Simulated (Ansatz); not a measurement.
# Sc3Te: the cost of one run

Computed with Ansatz 0.2.0 (DFT PBE, scalar-relativistic, plane waves, PAW, unless a step's input says otherwise).

1 further run of the same task is left out (it didn't finish).

### Step 1. The starting structure

The structure is cubic, space group Fm-3m (No. 225). The conventional cell has a = 6.995 Å, b = 6.995 Å, c = 6.995 Å, α = 90.00°, β = 90.00°, γ = 90.00°. Sc (site symmetry -43m) is surrounded by 4 Sc at 3.03 Å and 4 Te at 3.03 Å. Sc (site symmetry m-3m) has 8 Sc at 3.03 Å as nearest neighbours. Around Te (site symmetry m-3m) lie 8 Sc at 3.03 Å.

Coordinates:

```
CELL_PARAMETERS angstrom
0.00000 3.49731 3.49731
3.49731 0.00000 3.49731
3.49731 3.49731 0.00000
ATOMIC_POSITIONS crystal
Sc 0.25000 0.25000 0.25000
Sc 0.75000 0.75000 0.75000
Sc 0.50000 0.50000 0.50000
Te 0.00000 0.00000 0.00000
```

Recipe of the guess: species swapped into a database cell of PrCd3 (Fm-3m, No. 225), with Te on the Pr sites and Sc on the Cd sites. Lengths come from tabulated atomic sizes and are only a guess.

### Step 2. The guess as it stands, on a coarse mesh

File input.yaml:

```yaml
crystal:
  lattice:
    - [0.0, 3.4973099, 3.4973099]
    - [3.4973099, 0.0, 3.4973099]
    - [3.4973099, 3.4973099, 0.0]
  atoms:
    - { symbol: Sc, position: [0.25, 0.25, 0.25] }
    - { symbol: Sc, position: [0.75, 0.75, 0.75] }
    - { symbol: Sc, position: [0.5, 0.5, 0.5] }
    - { symbol: Te, position: [0.0, 0.0, 0.0] }
basis:
  ecutwfc: 420
kpoints:
  mp_grid: { grid: [4, 4, 4] }
hamiltonian:
  xc: pbe
scf:
  occupations: { method: gaussian, width: 0.1 }
  lower_state_search: "off"
output:
  forces: true
  stress: true
  eigenvalues: true
```

Launch:

```sh
$ ansatz run input.yaml --threads 1 --pin off --max-ram 2048MiB --backend cpu --events-out ev --progress --plain --runs-dir out
```

**Question.** How long does this run take on 1 thread of Intel Xeon Platinum 8488C (Sapphire Rapids), shared host, and how much memory does it need?

About 1.3 s, with a peak of 0.4 GiB.
